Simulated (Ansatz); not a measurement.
# H4OSSi2: how energies converge with the basis set

The task here is to estimate one member of a computed series from the others.

Method: one geometry, several basis sets; program: Ansatz 0.2.0, Gaussian basis.

Plan: PBE0-D4/def2-SVP; ωB97M-V/def2-SVP; PBE0-D4/def2-QZVPP; ωB97M-V/def2-QZVPP; the functionals' def2-TZVPP values are taken from earlier runs.

**The relaxed structure**

All runs share one geometry, relaxed beforehand with PBE0-D4 in a triple-zeta def2 set.

8 atoms, charge 0, spin multiplicity 1.

Atoms are counted from 1 here; the program's logs count them from 0.

Bond lengths: S1–Si2 2.149 Å, S1–H5 1.344 Å, Si2–O3 1.671 Å, Si2–H6 1.496 Å, O3–Si4 1.607 Å, Si4–H7 1.486 Å, Si4–H8 1.487 Å. Angles: Si2–S1–H5 96.0°, S1–Si2–O3 108.8°, S1–Si2–H6 101.8°, O3–Si2–H6 103.4°, Si2–O3–Si4 151.0°, O3–Si4–H7 111.8°, O3–Si4–H8 114.7°, H7–Si4–H8 112.5°.

Set-up of the first run:

in.yaml

```yaml
crystal:
  periodic: [false, false, false]
  atoms:
    - {symbol: S, position_ang: [-2.015791, 1.148937, -0.418433]}
    - {symbol: Si, position_ang: [-0.265581, 1.234465, 0.824938]}
    - {symbol: O, position_ang: [0.859383, 0.143294, 0.246173]}
    - {symbol: Si, position_ang: [1.232117, -1.196864, -0.558502]}
    - {symbol: H, position_ang: [-2.542711, 0.054880, 0.157544]}
    - {symbol: H, position_ang: [0.311900, 2.561903, 0.447864]}
    - {symbol: H, position_ang: [2.420001, -1.876308, 0.020243]}
    - {symbol: H, position_ang: [0.092784, -2.127406, -0.775727]}
basis:
  gaussian: {orbitals: def2-SVP}
hamiltonian: {xc: pbe0, dispersion: d4}
output: {orbitals: {seedname: orbitals}}
```

On the command line:

```sh
> ansatz run in.yaml --threads 2 --pin off --events-out ev --progress --plain --max-ram 4352MiB
```

Steps of the session up to this table: PBE0-D4 in def2-SVP; ωB97M-V in def2-SVP; PBE0-D4 in def2-QZVPP; ωB97M-V in def2-QZVPP.

One of the session's tables, all rows but one given; the rest of the session is left out.

It belongs to the step «Density functionals: the series». 

| functional | basis | HOMO (eV) | LUMO (eV) |
| --- | --- | --- | --- |
| PBE0-D4 | def2-SVP | ? | ? |
| PBE0-D4 | def2-TZVPP | -5.39 | -3.53 |
| PBE0-D4 | def2-QZVPP | -5.41 | -3.57 |
| ωB97M-V | def2-SVP | -6.73 | -1.84 |
| ωB97M-V | def2-TZVPP | -6.81 | -2.03 |
| ωB97M-V | def2-QZVPP | -6.84 | -2.10 |

**Question.** Estimate the row for PBE0-D4, def2-SVP.

**Answer.** HOMO (eV): -5.34; LUMO (eV): -3.40. In the column «HOMO (eV)» it is the highest.
